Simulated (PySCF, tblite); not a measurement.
# C₄H₇NOSi: geometry, infrared bands and NMR shifts

What infrared bands and NMR shifts should C₄H₇NOSi (`C[Si@@H]1OC[C@@H]1C#N`) show?

The runs use tblite 0.8.0 and PySCF 2.14.0, with density-fitted response routines of our own; the level of theory stands in each step. All values are computed, except where a source is named. Atoms count from 0, in the outputs and in this text.

**1. Starting geometry**

14 atoms, charge 0, multiplicity 1; geometry from: force field or distance geometry start.

Bonds of the start (Å): C0–Si1 1.83, Si1–O2 1.65, O2–C3 1.47, C3–C4 1.57, C4–C5 1.43, C5–N6 1.16, C4–Si1 1.85, C0–H7 1.10, C0–H8 1.09, C0–H9 1.08, Si1–H10 1.49, C3–H11 1.10, C3–H12 1.09, C4–H13 1.09.

**2. Relaxing the molecule with GFN2-xTB**

The job: settings as JSON, then the geometry in Å.

```
{"job": {"kind": "relax", "xc": "GFN2-xTB", "basis": "xTB"}, "charge": 0, "multiplicity": 1}
C      1.940300     0.119100    -0.135000
Si     0.454300    -0.945100    -0.015900
O     -0.471200    -1.024400    -1.374900
C     -1.396500     0.020600    -0.920300
C     -1.082500    -0.117900     0.611100
C     -0.867800     1.115000     1.298600
N     -0.689300     2.116000     1.864300
H      1.704300     1.091200    -0.591900
H      2.371100     0.324700     0.850400
H      2.708800    -0.346900    -0.737200
H      0.696900    -2.302600     0.553400
H     -2.437200    -0.234000    -1.173800
H     -1.174400     0.986200    -1.368000
H     -1.757500    -0.802500     1.117000
```

On the command line:

```
$ OMP_NUM_THREADS=1 python probes_run.py task.json out
```

One launch serves the whole session: the jobs run in the order shown.

**Question.** This job is followed by: GFN2-xTB harmonic vibrations, gas phase; GIAO PBE0/pcSseg-1 NMR shielding, non-relativistic, gas phase. Predict these results of the whole session: strongest single infrared mode (GFN2-xTB); zero-point energy (GFN2-xTB); 13C shifts against TMS (PBE0/pcSseg-1); 1H shifts against TMS (PBE0/pcSseg-1, means over atoms taken as alike); 29Si shifts against TMS (PBE0/pcSseg-1); 17O shifts against H2O (PBE0/pcSseg-1); 15N shifts against NH3 (PBE0/pcSseg-1).

As calculated:

| quantity | value |
| --- | --- |
| strongest single infrared mode (GFN2-xTB) | 2281 cm⁻¹, 330 km/mol |
| zero-point energy (GFN2-xTB) | 64.1 kcal/mol |
| 13C shifts against TMS (PBE0/pcSseg-1) | 124.6, 73.9, 20.1, 1.4 ppm |
| 1H shifts against TMS (PBE0/pcSseg-1, means over atoms taken as alike) | 5.88, 5.06, 4.87, 2.89, 0.77 ppm |
| 29Si shifts against TMS (PBE0/pcSseg-1) | 30.3 ppm |
| 17O shifts against H2O (PBE0/pcSseg-1) | 58.9 ppm |
| 15N shifts against NH3 (PBE0/pcSseg-1) | 301.4 ppm |

The optimisation took 101 steps and gained 0.361 eV; among the close pairs (by a distance rule), Si1–C4 changed most, from 1.854 to 1.940 Å. No mode is imaginary among the 36: a minimum at this level. The strongest single mode, at 2281 cm⁻¹, moves mainly H10. GFN2-xTB is a fitted tight-binding method: band positions and strengths are rough. Its intensities can rank the bands wrongly. The most deshielded carbon is C5 (nitrile carbon), at 124.6 ppm: typical of a nitrile. At PBE0/pcSseg-1: The largest span, 468 ppm, is at N6, where the paramagnetic term is -375 ppm.
